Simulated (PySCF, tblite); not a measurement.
# C₄H₈F₂SSi: geometry, infrared bands and NMR shifts

Wanted: the infrared bands and NMR shifts of C₄H₈F₂SSi (`C[C@@](F)([SiH3])C(=S)CF`), by calculation.

The runs use tblite 0.8.0 and PySCF 2.14.0, with density-fitted response routines of our own; the level of theory stands in each step. All values are computed, except where a source is named. Atoms are numbered from 0 throughout.

### 1 The starting structure

16 atoms, charge 0, multiplicity 1; geometry from: force field or distance geometry start.

Bonds of the start (Å): C0–C1 1.52, C1–F2 1.38, C1–Si3 1.84, C1–C4 1.50, C4–S5 1.46, C4–C6 1.50, C6–F7 1.37, C0–H8 1.09, C0–H9 1.10, C0–H10 1.10, Si3–H11 1.48, Si3–H12 1.47, Si3–H13 1.48, C6–H14 1.13, C6–H15 1.10.

### 2 Optimising the geometry with GFN2-xTB

Job settings and geometry (Å):

```
{"job": {"kind": "relax", "xc": "GFN2-xTB", "basis": "xTB"}, "charge": 0, "multiplicity": 1}
C     -0.869400     1.467600     0.732900
C     -0.175400     0.121800     0.599000
F      0.307700    -0.244300     1.837700
Si    -1.386600    -1.060500    -0.111800
C      0.982600     0.398300    -0.311100
S      1.177400     1.735600    -0.855300
C      1.939300    -0.683700    -0.705000
F      1.319100    -1.727000    -1.337600
H     -0.260600     2.123200     1.358800
H     -0.934100     1.877600    -0.288400
H     -1.898700     1.323700     1.106600
H     -2.474300    -1.215100     0.882600
H     -0.852800    -2.417900    -0.327600
H     -2.048500    -0.544100    -1.330200
H      2.631400    -0.187000    -1.440300
H      2.535500    -0.959200     0.178200
```

Command:

```console
> OMP_NUM_THREADS=1 python probes_run.py task.json out
```

The driver reads the jobs from task.json and runs them one after another.

**Question.** This job is followed by: GFN2-xTB harmonic vibrations, gas phase; GIAO PBE0/pcSseg-1 NMR shielding, non-relativistic, gas phase. Predict these results of the whole session: strongest single infrared mode (GFN2-xTB); zero-point energy (GFN2-xTB); ¹³C shifts against TMS (PBE0/pcSseg-1); ¹H shifts against TMS (PBE0/pcSseg-1, means over atoms taken as alike); ¹⁹F shifts against CFCl3 (PBE0/pcSseg-1); ²⁹Si shifts against TMS (PBE0/pcSseg-1); ³³S shifts against CS2 (PBE0/pcSseg-1).

**Answer**, as computed:

| quantity | value |
| --- | --- |
| strongest single infrared mode (GFN2-xTB) | 760 cm⁻¹, 290 km/mol |
| zero-point energy (GFN2-xTB) | 66.7 kcal/mol |
| ¹³C shifts against TMS (PBE0/pcSseg-1) | 274.0, 113.5, 94.7, 29.9 ppm |
| ¹H shifts against TMS (PBE0/pcSseg-1, means over atoms taken as alike) | 5.97, 5.49, 4.21, 2.14 ppm |
| ¹⁹F shifts against CFCl3 (PBE0/pcSseg-1) | -182.4, -212.3 ppm |
| ²⁹Si shifts against TMS (PBE0/pcSseg-1) | -29.3 ppm |
| ³³S shifts against CS2 (PBE0/pcSseg-1) | 956 ppm |

What this shows: Over 157 steps the energy fell by 1.686 eV; of the close pairs, C4–S5 changed most, 1.457 to 1.631 Å. All 42 modes are real, so the xTB geometry is a minimum. The strongest single mode, at 760 cm⁻¹, is carried by H12, H11, C1. GFN2-xTB is a fitted tight-binding method: band positions and strengths are rough. Its intensities can rank the bands wrongly. C4 (thiocarbonyl carbon) lies farthest downfield among carbon, at 274.0 ppm; low-lying n→π* states of the double bond to the heteroatom give a large paramagnetic term (-351 ppm). At PBE0/pcSseg-1: Shielding is most anisotropic at S5 (span 2433 ppm, paramagnetic term -1510 ppm).
